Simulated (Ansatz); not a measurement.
Working through an atomisation energy of FH2O2Si, SMILES [O][SiH](O)F

Computed with Ansatz 0.2.0 through its Python package.

Typed at the interpreter:
```pycon
>>> from collections import Counter
>>> import ansatz as az
>>> from ase import Atoms
>>> config = {
...     'basis': 'def2-TZVP',
...     'xc': 'r2scan',
... }
>>> def total_energy(molecule, charge=0, unpaired=0):
...     calc = (
...         molecule.calculation()
...         .basis(gaussian=config['basis'])
...         .functional(config['xc'])
...     )
...     if charge:
...         calc = calc.charge(charge)
...     if unpaired:
...         calc = calc.spin('collinear', total=unpaired)
...     return calc.run().report['free_energy_ev']
...
>>> atoms = Atoms(['O', 'Si', 'O', 'F', 'H', 'H'], positions=[
...     [-1.0488, -1.4594, 0.1196],
...     [0.0964, -0.2025, 0.2951],
...     [-0.3751, 1.1891, -0.6264],
...     [0.3024, 0.2251, 1.9219],
...     [1.3965, -0.7158, -0.1999],
...     [-0.3293, 0.8995, -1.5564],
... ])
>>> mol = az.Crystal.molecule_from_ase(atoms)
>>> unpaired = {'O': 2, 'Si': 2, 'F': 1, 'H': 1}
>>> counts = Counter(site.symbol for site in mol.cartesian_sites)
>>> atom_energy = {s: total_energy(az.Crystal.molecule().atom(s, (0, 0, 0)), 0, unpaired[s]) for s in counts}
>>> whole = total_energy(mol, 0, 1)
>>> for s, e in atom_energy.items():
...     print(f'{s:2s} x{counts[s]}  {e:14.5f} eV')
...
O  x2     -2042.44896 eV
Si x1     -7873.37530 eV
F  x1     -2713.72719 eV
H  x2       -13.60370 eV
>>> print(f'FH2O2Si: {whole:.5f} eV')
FH2O2Si: -14722.33293 eV
>>> split = sum(counts[s] * e for s, e in atom_energy.items()) - whole
>>> print(f'atomisation energy (no zero-point term): {23.060548 * split:.1f} kcal/mol, {split / sum(counts.values()):.3f} eV an atom')
atomisation energy (no zero-point term): 533.3 kcal/mol, 3.854 eV an atom
```

533.3 kcal/mol from the electronic energies, without the zero-point term.

Total energies depend on the basis set; only differences at equal settings carry meaning. The geometry is a force-field or estimated start, not a minimum of this method, and the basis set is short of its limit. All parts are taken at fixed geometry, without zero-point energy. The species is open-shell (spin multiplicity 2). Hardware and time: 34 s on 1 thread of Arm Neoverse V2 (shared host), peak memory 0.36 GiB.
